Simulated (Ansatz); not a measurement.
# C2H3FO (acetyl fluoride): B3LYP/6-31G(d) (spherical functions)

What is the electronic atomisation energy of C2H3FO (acetyl fluoride) at B3LYP/6-31G* (spherical functions)? 

The results are computed with Ansatz 0.2.0.

50 further runs of the same task are left out: 50 set aside as unsound or not needed.

## Step 1: The system as given

C2H3FO has 7 atoms, charge 0, and is taken as a singlet. SMILES: `CC(=O)F`. Geometry: relaxed at PBE0-D4/def2-TZVP.

Bond lengths: C1–C2 1.488 Å, C2–O3 1.179 Å, C2–F4 1.351 Å, C1–H5 1.087 Å, C1–H6 1.092 Å, C1–H7 1.092 Å. Angles: C1–C2–O3 129.2°, C1–C2–F4 110.5°, O3–C2–F4 120.2°, C2–C1–H5 109.9°, C2–C1–H6 109.4°, C2–C1–H7 109.4°, H5–C1–H6 110.4°, H5–C1–H7 110.4°, H6–C1–H7 107.3°.

## Step 2: A single-point energy at B3LYP/6-31G(d) (spherical functions)

job.yaml reads:

```yaml
crystal:
  periodic: [false, false, false]
  atoms:
    - {symbol: C, position_ang: [0.485310, 0.015050, 0.443640]}
    - {symbol: C, position_ang: [-0.694890, -0.034350, -0.460580]}
    - {symbol: O, position_ang: [-1.835410, -0.165690, -0.191770]}
    - {symbol: F, position_ang: [-0.310690, 0.097630, -1.749400]}
    - {symbol: H, position_ang: [0.165320, -0.091900, 1.476660]}
    - {symbol: H, position_ang: [1.180650, -0.783140, 0.176830]}
    - {symbol: H, position_ang: [1.009710, 0.962410, 0.304610]}
basis:
  gaussian:
    orbitals: 6-31G_st_-spherical.json
hamiltonian:
  xc: {name: B3LYP}
accuracy: high
output: {orbitals: {seedname: orbitals}}
```

The basis set 6-31G* is read from a file made from the Basis Set Exchange's data (not shown).

Launch:

```sh
$ ansatz run job.yaml --threads 1 --pin off --max-ram 3480MiB --events-out events.jsonl --progress --plain --runs-dir runs
```

What it wrote:

```text
Warning: RAYON_NUM_THREADS=1 ignored (pool sized by the plan → 1); use --threads N
Functional definition: B3LYP
  name "B3LYP"
  parameter a0 = 0.2
  parameter ax = 0.72
  parameter ac = 0.81
  exchange = (1 - a0 - ax)*slater_x + ax*b88_x + a0*exact_x
  correlation = (1 - ac)*vwn_rpa_c + ac*lyp_c
1430 factors; integrals over basis functions are off by at most 2.9e-9 eV
mean field evaluation 1: about -6881.5038 eV, gradient 5.4e1 eV
mean field evaluation 2: about -6871.9730 eV, gradient 9.0e1 eV
mean field evaluation 4: about -6886.8619 eV, gradient 3.0e0 eV
mean field evaluation 8: about -6886.8717 eV, gradient 3.8e-1 eV
mean field evaluation 16: about -6886.8719 eV, gradient 6.7e-6 eV
mean field -6886.87194659 eV, -253.0878759477 hartree, gradient 2.6e-8 eV, S^2 0.000000; 0 other end points of the search recorded, 0 dependent functions left out
reference -6886.87197147 eV, -253.0878768621 hartree; 16, 16 occupied and 46, 46 virtual orbitals, 1430 factors
Total energy: -6886.87197147 eV, -253.0878768621 hartree
```

Wall time 3.6 s (1 thread of Arm Neoverse V1, shared host); peak memory 0.17 GiB.

## Step 3: The C atom, same level

run.yaml reads:

```yaml
crystal:
  periodic: [false, false, false]
  atoms:
    - {symbol: C, position_ang: [0.000000, 0.000000, 0.000000]}
basis:
  gaussian:
    orbitals: 6-31G_st_-spherical.json
magnetization:
  spin_polarized: true
  initial_magnetization: 2
hamiltonian:
  xc: {name: B3LYP}
accuracy: high
```

The basis set 6-31G* is read from a file made from the Basis Set Exchange's data (not shown).

Run the same way, it converges to -37.84469 Eh (log not shown).

## Step 4: The F atom, same level

molecule.yaml reads:

```yaml
crystal:
  periodic: [false, false, false]
  atoms:
    - symbol: F
      position_ang: [0.000000, 0.000000, 0.000000]
basis:
  gaussian: {orbitals: 6-31G_st_-spherical.json}
magnetization: {spin_polarized: true, initial_magnetization: 1}
hamiltonian: {xc: {name: B3LYP}}
accuracy: high
```

The basis set 6-31G* is read from a file made from the Basis Set Exchange's data (not shown).

Run the same way, it converges to -99.71458 Eh (log not shown).

## Step 5: The H atom at the same level

input.yaml reads:

```yaml
crystal:
  periodic: [false, false, false]
  atoms:
    - {symbol: H, position_ang: [0.000000, 0.000000, 0.000000]}
basis:
  gaussian:
    orbitals: "6-31G*"
hamiltonian:
  xc: {name: B3LYP}
accuracy: high
magnetization:
  spin_polarized: true
  initial_magnetization: 1
```

Run the same way, it converges to -0.50027 Eh (log not shown).

## Step 6: The O atom, same level

job.yaml reads:

```yaml
crystal:
  periodic: [false, false, false]
  atoms:
    - {symbol: O, position_ang: [0.000000, 0.000000, 0.000000]}
basis:
  gaussian:
    orbitals: 6-31G_st_-spherical.json
magnetization:
  spin_polarized: true
  initial_magnetization: 2
hamiltonian:
  xc: {name: B3LYP}
accuracy: high
```

The basis set 6-31G* is read from a file made from the Basis Set Exchange's data (not shown).

Launch:

```sh
$ ansatz run job.yaml --threads 1 --pin off --max-ram 3480MiB --events-out events.jsonl --progress --plain --runs-dir runs
```

What it wrote (excerpt; [...] marks lines left out):

```text
Warning: RAYON_NUM_THREADS=1 ignored (pool sized by the plan → 1); use --threads N
[... 7 set-up lines as earlier in the session ...]
96 factors; integrals over basis functions are off by at most 1.3e-9 eV
mean field evaluation 1: about -2042.3583 eV, gradient 5.4e0 eV
mean field evaluation 2: about -2042.4299 eV, gradient 3.3e0 eV
mean field evaluation 4: about -2042.4706 eV, gradient 1.8e-2 eV
mean field evaluation 8: about -2042.4704 eV, gradient 1.5e-4 eV
mean field -2042.47041935 eV, -75.0594034748 hartree, gradient 7.8e-10 eV, S^2 2.002219; 0 other end points of the search recorded, 0 dependent functions left out
reference -2042.47043006 eV, -75.0594038687 hartree; 5, 3 occupied and 9, 11 virtual orbitals, 96 factors
Total energy: -2042.47043006 eV, -75.0594038687 hartree
```

It took 0.32 s on 1 thread of Arm Neoverse V1, shared host.

## Step 7: Results

At B3LYP/6-31G* (spherical functions):

| quantity | value |
| --- | --- |
| molecule: total energy | -253.08788 Eh |
| molecule: HOMO energy | -8.29 eV |
| molecule: LUMO energy | -0.23 eV |
| molecule: HOMO–LUMO gap | 8.06 eV |
| C atom: total energy | -37.84469 Eh |
| C atom: ⟨S²⟩ | 2.002 |
| F atom: total energy | -99.71458 Eh |
| F atom: ⟨S²⟩ | 0.751 |
| H atom: total energy | -0.50027 Eh |
| H atom: ⟨S²⟩ | 0.750 |
| O atom: total energy | -75.05940 Eh |
| O atom: ⟨S²⟩ | 2.002 |
| electronic atomisation energy | 30.577 eV |

In words: Taking the molecule apart into free atoms costs 30.58 eV (2950 kJ/mol), before zero-point energy and without spin-orbit coupling.
